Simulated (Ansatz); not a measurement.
# B3LYP/6-31G(d) (Cartesian functions) run of GeSiNH7 (SMILES [SiH3][NH][GeH3])

What is the vertical ionisation energy of GeSiNH7 at B3LYP/6-31G* (Cartesian functions)? 

The results are computed with Ansatz 0.2.0.

37 further runs of the same task are left out: 37 set aside as unsound or not needed.

### 1 Starting point

GeSiNH7 has 10 atoms, charge 0, and is taken as a singlet. SMILES: `[SiH3][NH][GeH3]`. The coordinates come from a PBE0-D4/def2-TZVP relaxation.

Bond lengths: Si1–N2 1.718 Å, N2–Ge3 1.839 Å, Si1–H4 1.486 Å, Si1–H5 1.489 Å, Si1–H6 1.492 Å, N2–H7 1.009 Å, Ge3–H8 1.534 Å, Ge3–H9 1.543 Å, Ge3–H10 1.538 Å. Some angles: Si1–N2–Ge3 127.5°, Si1–N2–H7 117.0°, Ge3–N2–H7 114.2°, N2–Si1–H4 107.3°, N2–Si1–H5 110.3°, N2–Si1–H6 114.2°, N2–Ge3–H8 106.7°, N2–Ge3–H9 111.7°, N2–Ge3–H10 108.4°, H4–Si1–H5 110.0°.

### 2 A single-point energy at B3LYP/6-31G(d) (Cartesian functions)

File input.yaml:

```yaml
crystal:
  periodic: [false, false, false]
  atoms:
    - {symbol: Si, position_ang: [-1.146800, 0.522200, -0.945600]}
    - {symbol: "N", position_ang: [0.461400, 0.319100, -0.375700]}
    - {symbol: Ge, position_ang: [1.020100, -0.675800, 1.066200]}
    - {symbol: H, position_ang: [-1.923700, -0.668500, -0.512900]}
    - {symbol: H, position_ang: [-1.160200, 0.627200, -2.430500]}
    - {symbol: H, position_ang: [-1.835500, 1.735800, -0.416100]}
    - {symbol: H, position_ang: [1.159100, 0.952900, -0.736500]}
    - {symbol: H, position_ang: [-0.018900, -1.787400, 1.262400]}
    - {symbol: H, position_ang: [1.119900, 0.180400, 2.345600]}
    - {symbol: H, position_ang: [2.407800, -1.257200, 0.745900]}
basis:
  gaussian:
    orbitals: "6-31G*"
output:
  orbitals: {seedname: orbitals}
hamiltonian:
  xc: {name: B3LYP}
accuracy: high
```

Launch:

```bash
$ ansatz run input.yaml --threads 1 --pin off --max-ram 3480MiB --events-out events.jsonl --progress --plain --runs-dir runs
```

The program printed:

```text
Warning: RAYON_NUM_THREADS=1 ignored (pool sized by the plan → 1); use --threads N
Functional definition: B3LYP
  name "B3LYP"
  parameter a0 = 0.2
  parameter ax = 0.72
  parameter ac = 0.81
  exchange = (1 - a0 - ax)*slater_x + ax*b88_x + a0*exact_x
  correlation = (1 - ac)*vwn_rpa_c + ac*lyp_c
1815 factors; integrals over basis functions are off by at most 4.8e-9 eV
mean field evaluation 1: about -65987.3288 eV, gradient 5.8e1 eV
mean field evaluation 2: about -65970.8859 eV, gradient 9.8e1 eV
mean field evaluation 4: about -65993.7412 eV, gradient 3.2e0 eV
mean field evaluation 8: about -65993.8980 eV, gradient 1.9e-1 eV
mean field evaluation 16: about -65993.8981 eV, gradient 7.6e-6 eV
mean field -65993.89812776 eV, -2425.2310239243 hartree, gradient 3.1e-8 eV, S^2 0.000000; 0 other end points of the search recorded, 0 dependent functions left out
reference -65993.89817457 eV, -2425.2310256446 hartree; 30, 30 occupied and 53, 53 virtual orbitals, 1815 factors
Total energy: -65993.89817457 eV, -2425.2310256446 hartree
```

Wall time 9 s (1 thread of Arm Neoverse V1, shared host); peak memory 0.3 GiB.

### 3 The doublet cation, same level

Edit input.yaml of step 2 so:

```diff
@@ -4,3 +4,3 @@
     - {symbol: Si, position_ang: [-1.146800, 0.522200, -0.945600]}
-    - {symbol: "N", position_ang: [0.461400, 0.319100, -0.375700]}
+    - {symbol: N, position_ang: [0.461400, 0.319100, -0.375700]}
     - {symbol: Ge, position_ang: [1.020100, -0.675800, 1.066200]}
@@ -16,6 +16,9 @@
     orbitals: "6-31G*"
-output:
-  orbitals: {seedname: orbitals}
+accuracy: high
+output: {orbitals: {seedname: orbitals}}
+total_charge: 1
+magnetization:
+  spin_polarized: true
+  initial_magnetization: 1
 hamiltonian:
   xc: {name: B3LYP}
-accuracy: high
```

Launch:

```bash
$ ansatz run input.yaml --threads 1 --pin off --max-ram 3480MiB --events-out events.jsonl --progress --plain --runs-dir runs
```

The program printed:

```text
Warning: RAYON_NUM_THREADS=1 ignored (pool sized by the plan → 1); use --threads N
[... 7 set-up lines as earlier in the session ...]
1813 factors; integrals over basis functions are off by at most 4.7e-9 eV
mean field evaluation 1: about -65968.6435 eV, gradient 5.9e1 eV
mean field evaluation 2: about -65903.0345 eV, gradient 1.1e2 eV
mean field evaluation 4: about -65984.1062 eV, gradient 8.4e0 eV
mean field evaluation 8: about -65984.6725 eV, gradient 1.1e-1 eV
mean field evaluation 16: about -65984.8209 eV, gradient 8.5e-4 eV
mean field -65984.82085233 eV, -2424.8974402053 hartree, gradient 3.4e-8 eV, S^2 0.757565; 0 other end points of the search recorded, 0 dependent functions left out
reference -65984.82089733 eV, -2424.8974418588 hartree; 30, 29 occupied and 53, 54 virtual orbitals, 1813 factors
Total energy: -65984.82089733 eV, -2424.8974418588 hartree
```

It took 17 s on 1 thread of Arm Neoverse V1, shared host; peak memory 0.44 GiB.

### 4 What came out

At B3LYP/6-31G* (Cartesian functions):

```
                                          quantity           value
                     singlet GeSiNH7: total energy  -2425.23103 Eh
                      singlet GeSiNH7: HOMO energy        -6.77 eV
                      singlet GeSiNH7: LUMO energy         0.09 eV
                    singlet GeSiNH7: HOMO–LUMO gap         6.85 eV
                      doublet cation: total energy  -2424.89744 Eh
doublet cation: HOMO energy (highest over α and β)       -14.31 eV
 doublet cation: LUMO energy (lowest over α and β)       -11.37 eV
                              doublet cation: ⟨S²⟩           0.758
vertical ionisation energy (to the doublet cation)        9.077 eV
```

**Reading.** The vertical ionisation energy comes to 9.08 eV (209 kcal/mol). The negative HOMO energy of the first species, 6.77 eV, lies 2.31 eV below that difference.
